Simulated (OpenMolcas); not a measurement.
# BSiH4OF (SMILES FBO[SiH3]) at 6 levels

We compute a comparison of 6 runs (HF/6-311+G**, B3LYP/6-31G*, BLYP/6-311+G**, TPSS/6-311+G**, MP2/6-311+G**) of BSiH4OF. 

Program for the calculation: OpenMolcas 26.06.

### 1 The structure to begin with

BSiH4OF has 8 atoms, charge 0, and is taken as a singlet. As SMILES, `FBO[SiH3]`. The coordinates come from a PBE0-D4/def2-TZVP relaxation. This is one conformer, not always the lowest.

Bond lengths: F1–B2 1.324 Å, B2–O3 1.342 Å, O3–Si4 1.655 Å, B2–H5 1.198 Å, Si4–H6 1.481 Å, Si4–H7 1.485 Å, Si4–H8 1.481 Å. Angles: F1–B2–O3 118.3°, B2–O3–Si4 134.0°, F1–B2–H5 118.6°, O3–B2–H5 123.1°, O3–Si4–H6 108.0°, O3–Si4–H7 110.1°, O3–Si4–H8 108.0°, H6–Si4–H7 110.3°, H6–Si4–H8 110.2°, H7–Si4–H8 110.3°.

### 2 Energy and gradient at HF/6-311+G(d,p) (run 1)

The input, test.inp:

```
* BFH4OSi Hartree-Fock
>>> EXPORT MOLCAS_PRINT=2

&GATEWAY
  BasLib=$CurrDir
  BasisSet
  F.6-311pGss....
  F1 -1.599400 -1.699200 1.426100 angstrom
  End of Basis
  BasisSet
  B.6-311pGss....
  B2 -0.685400 -0.787600 1.133000 angstrom
  End of Basis
  BasisSet
  O.6-311pGss....
  O3 -0.487500 -0.477100 -0.157600 angstrom
  End of Basis
  BasisSet
  Si.6-311pGss....
  Si4 0.521000 0.572800 -0.945400 angstrom
  End of Basis
  BasisSet
  H.6-311pGss....
  H5 -0.075300 -0.278500 2.029800 angstrom
  H6 -0.317100 1.531000 -1.702400 angstrom
  H7 1.370700 1.295700 0.034600 angstrom
  H8 1.365000 -0.214300 -1.873700 angstrom
  End of Basis

&SEWARD

&SCF
  Thresholds=1e-10 1e-07 1e-07 1e-05
  PrOrbitals=1 2

&ALASKA
```

The basis set 6-311+G** is read from a file made from the Basis Set Exchange's data (not shown).

Command:

```console
$ export MOLCAS_MEM=1860
$ pymolcas test.inp > test.log
```

Log:

```text
--- Start Module: gateway ---
[...]
--- Stop Module: gateway /rc=_RC_ALL_IS_WELL_ ---
[...]
      Basis functions          120
[...]
--- Start Module: scf ---
[...]
       Convergence after  12 Iterations
[...]
::    Total SCF energy                               -490.4595944779
[...]
      Total spin, S                                     0.0000000000
[...]
      Total electronic charge=   40.000000
      Total            charge=   -0.000000
[...]
      Dipole Moment (debye):
      Origin of the operator (angstrom)=   -0.3691   -0.3872    0.1163
                   X=  1.6350E+00               Y=  1.6202E+00               Z= -4.1315E-01           Total=  2.3386E+00
      Quadrupole Moment (debye*angstrom):
[...]
 *              Molecular gradients               *
 **************************************************
  Irreducible representation: a
 ------------------------------------------------------------------------------------------
                              X                       Y                       Z
 ------------------------------------------------------------------------------------------
  F1               -4.31068034596827E-03   -4.15710608659836E-03    3.27909864698661E-04
  B2                2.31459579876780E-03    1.67372764088936E-03    4.54643207159133E-03
  O3               -2.50434805651079E-03   -1.39186309314443E-03   -1.08173259164035E-02
  SI4              -4.54119538106923E-05   -4.84125507091981E-04    4.98230950800505E-03
  H5                2.94392577425895E-03    2.58350857007827E-03    3.53386156678637E-03
  H6               -2.63122614321420E-03    2.09903170509040E-03   -2.18706101304678E-03
  H7                2.46614560145320E-03    2.15319253561308E-03    2.25346982792907E-03
  H8                1.76699932501378E-03   -2.47636576489807E-03   -2.63959590959972E-03
[...]
```

Wall time 27 s (1 thread of Intel Xeon Platinum 8259CL at 2.50GHz (Skylake/Cascade Lake), shared host); peak memory 0.76 GiB.

### 3 Energy and forces at B3LYP/6-31G(d) (spherical functions) (run 2)

The input, input.xyz:

```xyz
8

F     -1.599400    -1.699200     1.426100
B     -0.685400    -0.787600     1.133000
O     -0.487500    -0.477100    -0.157600
Si     0.521000     0.572800    -0.945400
H     -0.075300    -0.278500     2.029800
H     -0.317100     1.531000    -1.702400
H      1.370700     1.295700     0.034600
H      1.365000    -0.214300    -1.873700
```

The input, test.inp:

```
* BFH4OSi Kohn-Sham DFT
>>> EXPORT MOLCAS_PRINT=2
&gateway
baslib = $CurrDir
coord = input.xyz
basis = 6-31Gs
group = NoSym
&seward
gridinput
Grid=UltraFine
End of Grid
&scf
ksdft = B3LYP
thresholds = 1e-10 1e-07 1e-07 1e-05
prorbitals = 1 1
&alaska
```

The basis set 6-31G* is read from a file made from the Basis Set Exchange's data (not shown).

Command:

```console
$ export MOLCAS_MEM=1860
$ pymolcas test.inp > test.log
```

Log:

```text
--- Start Module: gateway ---
[...]
--- Stop Module: gateway /rc=_RC_ALL_IS_WELL_ ---
[...]
      Basis functions           68
[...]
--- Start Module: scf ---
[...]
       Convergence after  13 Iterations
[...]
::    Total KS-DFT energy                            -491.9481322853
[...]
      Total spin, S                                     0.0000000000
[...]
      Total electronic charge=   40.000000
      Total            charge=   -0.000000
[...]
      Dipole Moment (debye):
      Origin of the operator (angstrom)=   -0.3691   -0.3872    0.1163
                   X=  1.1940E+00               Y=  1.2068E+00               Z= -5.5716E-01           Total=  1.7867E+00
      Quadrupole Moment (debye*angstrom):
[...]
 *              Molecular gradients               *
 **************************************************
  Irreducible representation: a
 ------------------------------------------------------------------------------------------
                              X                       Y                       Z
 ------------------------------------------------------------------------------------------
  F1                3.58788383380571E-03    3.68029613467868E-03   -1.82113788510208E-03
  B2               -1.52658618247026E-03   -1.10254605190052E-03   -5.45896196675777E-03
  O3                4.82363181284295E-03    4.65124562792418E-03    5.96272663267783E-04
  SI4              -4.94203217468936E-03   -5.16991191360994E-03    4.32056878791443E-03
  H5                7.54032570240426E-05    4.73391910948973E-05    8.47065817195070E-04
  H6               -4.60548095989832E-04   -7.80987584329651E-04    6.16780323953403E-04
  H7               -8.23021262441603E-04   -8.18992875205815E-04    2.65115273195615E-04
  H8               -7.34731188087423E-04   -5.06442528606543E-04    6.34296986321115E-04
[...]
```

Wall time 29 s (1 thread of Intel Xeon Platinum 8259CL at 2.50GHz (Skylake/Cascade Lake), shared host); peak memory 0.41 GiB.

Runs 3 to 5 aren't shown in full; the table further down has their settings and results.

### 4 The energy at MP2/6-311+G(d,p) (run 6)

The input, struct.xyz:

```xyz
8

F     -1.599400    -1.699200     1.426100
B     -0.685400    -0.787600     1.133000
O     -0.487500    -0.477100    -0.157600
Si     0.521000     0.572800    -0.945400
H     -0.075300    -0.278500     2.029800
H     -0.317100     1.531000    -1.702400
H      1.370700     1.295700     0.034600
H      1.365000    -0.214300    -1.873700
```

The input, job.input:

```
&GATEWAY
 BasLib=$CurrDir
 Coord=struct.xyz
 Basis=6-311pGss
 Group=NoSym

&SEWARD

&SCF
 Thresholds=1e-10 1e-07 1e-07 1e-05
 PrOrbitals=1 2

&MBPT2
 Frozen=8
```

The basis set 6-311+G** is read from a file made from the Basis Set Exchange's data (not shown).

Command:

```console
$ export MOLCAS_MEM=1860
$ pymolcas job.input > job.log
```

Log:

```text
--- Start Module: gateway ---
[...]
--- Stop Module: gateway /rc=_RC_ALL_IS_WELL_ ---
[...]
      Basis functions          120
[...]
--- Start Module: scf ---
[...]
       Convergence after  12 Iterations
[...]
::    Total SCF energy                               -490.4595944779
[...]
      Total spin, S                                     0.0000000000
[...]
      Total electronic charge=   40.000000
      Total            charge=   -0.000000
[...]
      Dipole Moment (debye):
      Origin of the operator (angstrom)=   -0.3691   -0.3872    0.1163
                   X=  1.6350E+00               Y=  1.6202E+00               Z= -4.1315E-01           Total=  2.3386E+00
      Quadrupole Moment (debye*angstrom):
[...]
--- Stop Module: scf /rc=_RC_ALL_IS_WELL_ ---
[...]
--- Start Module: mbpt2 ---
[...]
WARNING!
Default frozen orbitals as non valence orbitals is overwritten by user input.
Default values:   5
[...]
       Reference weight ( Cref**2 )         =        0.86402
::    Total MBPT2 energy                             -491.0535396256
[...]
      Total MBPT2 calculations                           1.04      1.16
--- Stop Module: mbpt2 /rc=_RC_ALL_IS_WELL_ ---
[...]
```

Run time: 23 s. Hardware: 1 thread of Intel Xeon Platinum 8259CL at 2.50GHz (Skylake/Cascade Lake), shared host; peak memory 0.76 GiB.

### 5 All runs side by side

| run | level | integration grid | Cartesian functions | energy (Eh) | dipole moment (D) of the reference | HOMO energy (eV) | LUMO energy (eV) | wall time |
| --- | --- | --- | --- | --- | --- | --- | --- | --- |
| 1 | HF/6-311+G** | – | no | -490.459594 | 2.34 | -13.05 | 1.51 | 27 s |
| 2 | B3LYP/6-31G* (spherical functions) | UltraFine | no | -491.948132 | 1.79 | -8.97 | 0.21 | 29 s |
| 3 | B3LYP/6-31G* (Cartesian functions) | UltraFine | yes | -491.952619 | 1.79 | -8.98 | 0.18 | 31 s |
| 4 | BLYP/6-311+G** | UltraFine | no | -491.977907 | 2.02 | -7.89 | -0.94 | 68 s |
| 5 | TPSS/6-311+G** | UltraFine | no | -492.064228 | 2.00 | -8.14 | -0.82 | 85 s |
| 6 | MP2/6-311+G** | – | no | -491.053540 | 2.34 | -13.05 | 1.51 | 23 s |

### 6 Outcome

```
                                          quantity          value
                               run 6: total energy  -491.05354 Eh
         run 6: dipole moment (mean-field density)         2.34 D
        run 6: HOMO energy (Hartree–Fock orbitals)      -13.05 eV
        run 6: LUMO energy (Hartree–Fock orbitals)        1.51 eV
      run 6: HOMO–LUMO gap (Hartree–Fock orbitals)       14.57 eV
run 6: correlation energy (8 core orbitals frozen)     -593.9 mEh
```

In words: Over runs 1, 2, 3, 4, 5 the dipole moment (its size) runs from 1.79 D (B3LYP/6-31G*) to 2.34 D (HF/6-311+G**). The two ends differ in method and basis. Over runs 1, 2, 3, 4, 5 the HOMO–LUMO gap runs from 6.95 eV (BLYP/6-311+G**) to 14.57 eV (HF/6-311+G**). Exact exchange widens orbital gaps. Totals of different functionals can't be ranked against each other. All runs together took 4.4 min, the longest 85 s.
